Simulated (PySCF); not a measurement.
# [Gd(BH4)2]+: other functionals and bases at one geometry

One table from this session's results is given with a row withheld; the runs are named, their logs left out.

Method: several levels, as the steps say, no spin–orbit coupling; program: PySCF 2.14.0.

1 further run of the same task is left out (for a known fault of the program).

## The system as given

11 atoms, charge 1, spin multiplicity 1.

Bond lengths: Gd1–B2 2.391 Å, Gd1–H4 2.163 Å, Gd1–H5 2.251 Å, Gd1–H6 2.166 Å, Gd1–B7 2.391 Å, Gd1–H9 2.163 Å, Gd1–H10 2.251 Å, Gd1–H11 2.166 Å, B2–H3 1.197 Å, B2–H4 1.271 Å, B2–H5 1.260 Å, B2–H6 1.273 Å, B7–H8 1.197 Å, B7–H9 1.271 Å, B7–H10 1.260 Å, B7–H11 1.273 Å. Angles: B2–Gd1–H4 31.9°, B2–Gd1–H5 31.3°, B2–Gd1–H6 32.0°, B2–Gd1–B7 115.4°, B2–Gd1–H9 91.9°, B2–Gd1–H10 145.3°, B2–Gd1–H11 103.6°, H4–Gd1–H5 54.1°, H4–Gd1–H6 54.7°, H4–Gd1–B7 91.8°, H4–Gd1–H9 80.3°, H4–Gd1–H10 122.8°, H4–Gd1–H11 72.7°, H5–Gd1–H6 53.9°, H5–Gd1–B7 145.3°, H5–Gd1–H9 122.8°, H5–Gd1–H10 176.6°, H5–Gd1–H11 123.7° and more.

Coordinates:

```xyz
11

Gd    0.0000    0.0002   -0.3756
B     2.0210   -0.0040    0.9015
H     2.9819    0.0137    1.6157
H     1.1253   -0.8239    1.2774
H     2.2322   -0.2847   -0.3082
H     1.3918    1.1020    0.8658
B    -2.0210    0.0040    0.9015
H    -2.9821   -0.0140    1.6156
H    -1.1255    0.8241    1.2774
H    -2.2321    0.2845   -0.3082
H    -1.3915   -1.1019    0.8660
```

Formal oxidation states: Gd +3. Each metal's 7 4f electrons lie in its core potential, so multiplicities, spins and levels count the valence alone. An earlier session relaxed this geometry at PBE0, Gd lcecp-1-SVP with ECP53, B def2-SVP, H def2-SVP (singlet, point group C2).

At PBE0 on the finer grid: E = -90.046122 Eh, HOMO -13.97 eV, LUMO -7.68 eV, Mulliken charge on Gd1 +1.10 e, largest force component 0.008 eV/Å. 

Levels to run: TPSS; HF; PBE0, TZVP. Hardware: 2 threads of Arm Neoverse V1, shared host.

The first run:

run.py (the lines that set the calculation)

```python
mol = gto.M(atom='''
Gd    -0.00002     0.00016    -0.37562
B      2.02099    -0.00404     0.90147
H      2.98194     0.01372     1.61569
H      1.12525    -0.82389     1.27738
H      2.23216    -0.28473    -0.30820
H      1.39178     1.10200     0.86584
B     -2.02098     0.00399     0.90155
H     -2.98205    -0.01398     1.61560
H     -1.12548     0.82412     1.27743
H     -2.23212     0.28453    -0.30819
H     -1.39149    -1.10189     0.86603''',
    basis={'Gd': 'lcecp-1-SVP', 'B': 'def2-SVP', 'H': 'def2-SVP'},
    ecp={'Gd': 'lcecp-1-SVP'},
    charge=1, spin=0)
mf = dft.RKS(mol, xc='TPSS')
mf.grids.atom_grid = (75, 302)  # f atoms: unpruned, at least (60, 302)
mf = mf.density_fit()  # fitting sets: Gd AutoAux, B def2-universal-JKFIT, H def2-universal-JKFIT
mf.conv_tol = 1e-08; mf.max_cycle = 55
mf.kernel(dm0)  # dm0: the density of the relaxed state
```

Command:

```
$ OMP_NUM_THREADS=2 python run.py
```

Steps of the session up to this table: TPSS; HF; PBE0, TZVP.

One of the session's tables, all rows but one given; the rest of the session is left out.

```
              level  HOMO (eV)  gap (eV)  charge on Gd1 (e)  dipole (D)  largest force component (eV/Å)
PBE0 (relaxed here)     -13.97      6.29               1.10        4.32                            0.01
               TPSS          ?         ?                  ?           ?                               ?
                 HF     -17.40     12.27               1.58        5.31                            0.58
         PBE0, TZVP     -13.98      6.35               1.41        4.29                            0.26
```

Q: Estimate the row for TPSS from the others.

The run gave: HOMO (eV): -12.80; gap (eV): 4.52; charge on Gd1 (e): 1.06; dipole (D): 4.23; largest force component (eV/Å): 0.26. In the column «HOMO (eV)» it is the highest.

The dipole of a charged species depends on the origin, so these sizes hold for this origin alone.

In one basis the HOMO–LUMO gap runs from 4.52 eV (TPSS) to 12.27 eV (HF). The largest leftover force, 0.58 eV/Å with HF, stands at a geometry relaxed at another level. With 4f in the core, its levels are missing from HOMO and gap, and its count is fixed, so no charge can pass from the ligands into it. Total energies of different levels can't be compared.
